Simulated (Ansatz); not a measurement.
**C₅H₁₅AlSiTe: small, medium and large basis sets**

Aim: see how fast density functionals converge with the basis set for C₅H₁₅AlSiTe.

Method: one geometry, several basis sets; program: Ansatz 0.2.0, Gaussian basis.

The runs, in order: PBE0-D4/def2-SVP; ωB97M-V/def2-SVP; PBE0-D4/def2-QZVPP; ωB97M-V/def2-QZVPP; the functionals' def2-TZVPP values are taken from earlier runs.

**1. The geometry**

The geometry comes from an earlier relaxation with PBE0-D4 in a triple-zeta def2 set; it is a stationary point, not always the lowest conformer. Te takes the def2 core potential; no spin-orbit term is included.

23 atoms, charge 0, spin multiplicity 1.

Atoms are counted from 1 here; the program's logs count them from 0.

Bond lengths: C1–Al2 1.952 Å, C1–H9 1.092 Å, C1–H10 1.096 Å, C1–H11 1.095 Å, Al2–C3 1.956 Å, Al2–Te4 2.529 Å, C3–H12 1.095 Å, C3–H13 1.091 Å, C3–H14 1.096 Å, Te4–Si5 2.517 Å, Si5–C6 1.872 Å, Si5–C7 1.871 Å, Si5–C8 1.872 Å, C6–H15 1.092 Å, C6–H16 1.095 Å, C6–H17 1.092 Å, C7–H18 1.095 Å, C7–H19 1.091 Å and more. Angles: Al2–C1–H9 112.9°, Al2–C1–H10 110.2°, Al2–C1–H11 111.0°, H9–C1–H10 107.6°, H9–C1–H11 108.2°, H10–C1–H11 106.6°, C1–Al2–C3 120.5°, C1–Al2–Te4 116.0°, C3–Al2–Te4 123.4°, Al2–C3–H12 110.3°, Al2–C3–H13 114.4°, Al2–C3–H14 109.7°, H12–C3–H13 108.1°, H12–C3–H14 106.7°, H13–C3–H14 107.3°, Al2–Te4–Si5 98.7°, Te4–Si5–C6 110.3°, Te4–Si5–C7 110.6° and more.

**2. PBE0-D4 in def2-SVP**

Input file in.yaml:

```yaml
crystal:
  periodic: [false, false, false]
  atoms:
    - {symbol: C, position_ang: [-1.269226, -3.973859, 0.294775]}
    - {symbol: Al, position_ang: [-0.914534, -2.055591, 0.214476]}
    - {symbol: C, position_ang: [-2.337739, -0.765502, 0.582691]}
    - {symbol: Te, position_ang: [1.443266, -1.389128, -0.411310]}
    - {symbol: Si, position_ang: [1.174335, 1.111222, -0.294181]}
    - {symbol: C, position_ang: [0.836313, 1.645704, 1.467488]}
    - {symbol: C, position_ang: [-0.192894, 1.680536, -1.437541]}
    - {symbol: C, position_ang: [2.815051, 1.808836, -0.864025]}
    - {symbol: H, position_ang: [-0.450540, -4.575299, -0.105678]}
    - {symbol: H, position_ang: [-1.432882, -4.285248, 1.332610]}
    - {symbol: H, position_ang: [-2.180874, -4.227466, -0.256191]}
    - {symbol: H, position_ang: [-3.028770, -1.166942, 1.330530]}
    - {symbol: H, position_ang: [-1.986486, 0.206766, 0.932117]}
    - {symbol: H, position_ang: [-2.923875, -0.591735, -0.327117]}
    - {symbol: H, position_ang: [-0.096596, 1.224374, 1.846605]}
    - {symbol: H, position_ang: [0.763675, 2.736747, 1.522831]}
    - {symbol: H, position_ang: [1.643748, 1.322460, 2.127950]}
    - {symbol: H, position_ang: [-0.260810, 2.773250, -1.425333]}
    - {symbol: H, position_ang: [-1.161818, 1.277575, -1.137631]}
    - {symbol: H, position_ang: [0.005309, 1.361496, -2.462970]}
    - {symbol: H, position_ang: [2.788569, 2.902706, -0.836371]}
    - {symbol: H, position_ang: [3.040236, 1.499832, -1.887100]}
    - {symbol: H, position_ang: [3.631340, 1.472566, -0.220924]}
basis:
  gaussian: {orbitals: def2-SVP}
hamiltonian: {xc: pbe0, dispersion: d4}
output: {orbitals: {seedname: orbitals}}
```

Further steps of the session: ωB97M-V in def2-SVP; PBE0-D4 in def2-QZVPP; ωB97M-V in def2-QZVPP.

**Question.** What will the summary of the whole plan be? Wanted: PBE0-D4: double and triple zeta above quadruple; ωB97M-V: double and triple zeta above quadruple.

The runs gave:

| quantity | value |
| --- | --- |
| PBE0-D4: double and triple zeta above quadruple | 12.22, 0.83 eV |
| ωB97M-V: double and triple zeta above quadruple | 12.65, 0.80 eV |

What this shows: PBE0-D4 gains 11.39 eV from double to triple zeta, then 0.83 eV more. Total energies overstate the basis error of differences, where much of it tends to cancel.
